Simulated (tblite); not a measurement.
# C2H6F5NSi2: the cost of one run

Programs: tblite 0.8.0 and PySCF 2.14.0, with density-fitted response routines of our own. Each step states its level of theory. These are calculated values for one molecule in the gas phase, unless marked as measured. Atoms count from 0, in the outputs and in this text.

## 1. Starting geometry

16 atoms, charge 0, multiplicity 1; geometry from: force field or distance geometry start.

Bonds of the start (Å): F0–C1 1.37, C1–Si2 1.82, Si2–N3 1.74, N3–Si4 1.74, Si4–F5 1.71, Si4–C6 1.87, C6–F7 1.40, C6–F8 1.38, C6–F9 1.37, C1–H10 1.11, C1–H11 1.13, Si2–H12 1.49, Si2–H13 1.49, N3–H14 1.04, Si4–H15 1.44.

## 2. Geometry optimisation with GFN2-xTB

The job: settings as JSON, then the geometry in Å.

```
{"job": {"kind": "relax", "xc": "GFN2-xTB", "basis": "xTB"}, "charge": 0, "multiplicity": 1}
F      1.731400    -1.714500     0.654700
C      2.400900    -0.623800     0.177000
Si     1.543800     0.974800     0.283400
N     -0.174300     1.027000     0.044300
Si    -1.062300    -0.422700    -0.311200
F     -1.432800    -0.465900    -1.975500
C     -2.713800    -0.298000     0.562800
F     -2.480400     0.432900     1.734100
F     -3.199200    -1.543700     0.893800
F     -3.568200     0.414600    -0.231900
H      2.821500    -0.809400    -0.838000
H      3.308100    -0.548000     0.844000
H      1.841200     1.572000     1.612400
H      2.176100     1.875500    -0.714000
H     -0.702000     1.828000     0.442700
H     -0.497600    -1.689600     0.077400
```

Run with:

```bash
> OMP_NUM_THREADS=1 python probes_run.py task.json out
```

This one command runs all jobs of the session in turn.

Q: Estimate the wall time and peak memory of this first job on 1 thread of Arm Neoverse N1, shared host.

About 2.2 s, with a peak of 0.18 GiB.
